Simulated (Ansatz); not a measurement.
**C₂H₄OSn: basis-set convergence**

The task here is to estimate one member of a computed series from the others.

Computed with Ansatz 0.2.0, Gaussian basis. Level: one geometry, several basis sets.

Levels to be run: PBE0-D4/def2-SVP; ωB97M-V/def2-SVP; PBE0-D4/def2-QZVPP; ωB97M-V/def2-QZVPP; the functionals' def2-TZVPP values are taken from earlier runs.

### The relaxed structure

An earlier PBE0-D4 in a triple-zeta def2 set relaxation fixed the geometry. Sn takes the def2 core potential; no spin-orbit term is included.

8 atoms, charge 0, spin multiplicity 1.

Atoms are counted from 1 here; the program's logs count them from 0.

Bond lengths: C1–C2 1.346 Å, C1–O4 1.344 Å, C1–H5 1.091 Å, C2–Sn3 2.095 Å, C2–H6 1.077 Å, Sn3–O4 2.073 Å, Sn3–H7 1.706 Å, Sn3–H8 1.706 Å. Angles: C2–C1–O4 116.9°, C2–C1–H5 127.1°, O4–C1–H5 116.0°, C1–C2–Sn3 87.7°, C1–C2–H6 129.5°, Sn3–C2–H6 142.8°, C2–Sn3–O4 66.7°, C2–Sn3–H7 123.2°, C2–Sn3–H8 123.2°, O4–Sn3–H7 110.6°, O4–Sn3–H8 110.6°, H7–Sn3–H8 110.9°, C1–O4–Sn3 88.7°.

Coordinates:

```xyz
8

C    -0.66485    0.92060   -0.48157
C     0.27011    0.94979    0.48619
Sn    0.48925   -1.11689    0.22029
O    -0.92802   -0.27500   -1.03615
H    -1.23730    1.76403   -0.86948
H     0.63556    1.78493    1.06028
H     1.75715   -1.81257   -0.68432
H    -0.22991   -2.27209    1.24897
```

Set-up of the first run:

Contents of in.yaml:

```yaml
crystal:
  periodic: [false, false, false]
  atoms:
    - {symbol: C, position_ang: [-0.664845, 0.920601, -0.481575]}
    - {symbol: C, position_ang: [0.270111, 0.949786, 0.486191]}
    - {symbol: Sn, position_ang: [0.489250, -1.116886, 0.220291]}
    - {symbol: O, position_ang: [-0.928022, -0.275003, -1.036147]}
    - {symbol: H, position_ang: [-1.237300, 1.764026, -0.869482]}
    - {symbol: H, position_ang: [0.635562, 1.784933, 1.060275]}
    - {symbol: H, position_ang: [1.757153, -1.812568, -0.684320]}
    - {symbol: H, position_ang: [-0.229910, -2.272090, 1.248967]}
basis:
  gaussian: {orbitals: def2-SVP}
hamiltonian: {xc: pbe0, dispersion: d4}
output: {orbitals: {seedname: orbitals}}
```

Launch:

```
$ ansatz run in.yaml --threads 2 --pin off --events-out ev --progress --plain --max-ram 4352MiB
```

Steps of the session up to this table: PBE0-D4 in def2-SVP; ωB97M-V in def2-SVP; PBE0-D4 in def2-QZVPP; ωB97M-V in def2-QZVPP.

One of the session's tables, all rows but one given; the rest of the session is left out.

It belongs to the step «Functionals by basis». 

```
functional       basis  HOMO (eV)
   PBE0-D4    def2-SVP      -6.28
   PBE0-D4  def2-TZVPP          ?
   PBE0-D4  def2-QZVPP      -6.46
   ωB97M-V    def2-SVP      -8.49
   ωB97M-V  def2-TZVPP      -8.65
   ωB97M-V  def2-QZVPP      -8.68
```

Estimate the missing values for PBE0-D4, def2-TZVPP.

As computed: HOMO (eV): -6.42. In the column «HOMO (eV)» it lies between PBE0-D4, def2-QZVPP (-6.46) and PBE0-D4, def2-SVP (-6.28).
